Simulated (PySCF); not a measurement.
# C5H14BOP: the cost of one run

Programs: PySCF 2.14.0, with routines of our own; each step states its level. All values are computed. Atoms count from 0.

### 1 The starting structure

22 atoms, charge 0, multiplicity 1; geometry from: GFN2-xTB.

### 2 Vibronic structure: TDDFT B3LYP/6-31G*

What the job is given:

```
{"job": {"kind": "vib", "xc": "B3LYP", "basis": "6-31G*", "tda": false}, "charge": 0, "multiplicity": 1}
C     -2.247212    -0.517403     1.004001
C     -1.711657    -0.380537    -0.198556
C     -2.506103    -0.077047    -1.430124
C     -0.227851    -0.538883    -0.428168
O      0.554023    -0.079595     0.676460
C      0.479312     1.330844     0.817606
B      2.090594    -0.604934     0.623364
P      2.901596     0.097115    -1.040024
H     -1.646132    -0.739776     1.869440
H     -3.305393    -0.412086     1.168320
H     -3.571027    -0.086939    -1.216881
H     -2.235882     0.903687    -1.821961
H     -2.292816    -0.812464    -2.204525
H      0.086518    -0.018714    -1.342670
H      0.017298    -1.598346    -0.545464
H      1.014624     1.595858     1.727021
H     -0.566273     1.633476     0.900248
H      0.948980     1.831692    -0.036272
H      2.590641    -0.186750     1.611464
H      2.001948    -1.787009     0.573954
H      4.020248    -0.704813    -0.999290
H      3.594154     1.172008    -0.510362
```

Level: TDDFT B3LYP/6-31G* vertical-gradient vibronic structure (displaced harmonic oscillators, Condon), gas phase.

Run with:

```
$ OMP_NUM_THREADS=1 python excited_run.py task.json out
```

This one command runs all jobs of the session in turn.

Q: Estimate the wall time and peak memory of this job on 1 thread of Intel Xeon at 2.70GHz, shared host.

About 87 s, with a peak of 0.88 GiB.
